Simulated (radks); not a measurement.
# Valence configurations of Tl

One table from this session's results is given with a row withheld; the runs are named, their logs left out.

Program: radks (a radial shooting solver on a logarithmic mesh, Libxc functionals) version 1. Level of theory: Dirac Kohn-Sham, LDA (Slater exchange, Perdew-Wang correlation), spin-unpolarised, spherical densities, finite nucleus; open shells fill j = l - 1/2 first. These are calculated values, not measurements, unless marked.

**Starting point**

| Item | Value |
| --- | --- |
| element | thallium (Z = 81) |
| charge | 0 |
| electrons | 81 |
| configuration | [Hg] 6p1 |
| nuclear rms radius | 5.4759 fm |
| others tried | [Xe] 4f14 5d10 6s1 6p2; [Xe] 4f14 5d8 6s2 6p3; [Xe] 4f13 5d9 6s2 6p3; [Xe] 4f14 5d9.5 6s1 6p2.5; [Xe] 4f14 5d9 6s2 6p2; [Xe] 4f14 5d8 6s1 6p4; [Xe] 4f13 5d9.5 6s1.5 6p3; [Xe] 4f13 5d10 6s2 6p2; [Xe] 4f14 5d9.5 6s2 6p1.5 |

The first run:

Input:

```text
Z 81
configuration [Hg] 6p1
relativity Dirac
functional lda,pw
spin unpolarised
j_filling energy
nucleus finite rms 5.4759 fm
c 137.035999084
```

Among the steps run: [Hg] 6p1.

One of the session's tables, all rows but one given; the rest of the session is left out.

It belongs to the step «[Hg] 6p1». Radial moments (bohr):

```
level     <r>  outermost maximum (interpolated)  90 % within  nodes
4f7/2  0.4711                             0.360        0.751      0
5p1/2  0.9404                             0.849         1.36      3
5p3/2   1.036                             0.928         1.50      3
5d3/2   1.362                              1.10         2.09      2
5d5/2       ?                                 ?            ?      ?
6s1/2   2.489                              2.08         3.70      5
6p1/2   3.403                              2.62         5.30      4
6p3/2   4.012                              3.06         6.28      4
```

Q: Estimate the row for 5d5/2 from the others.

The run gave: <r>: 1.420; outermost maximum (interpolated): 1.13; 90 % within: 2.19; nodes: 2. In the column «<r>» it lies between 5d3/2 (1.362) and 6s1/2 (2.489).
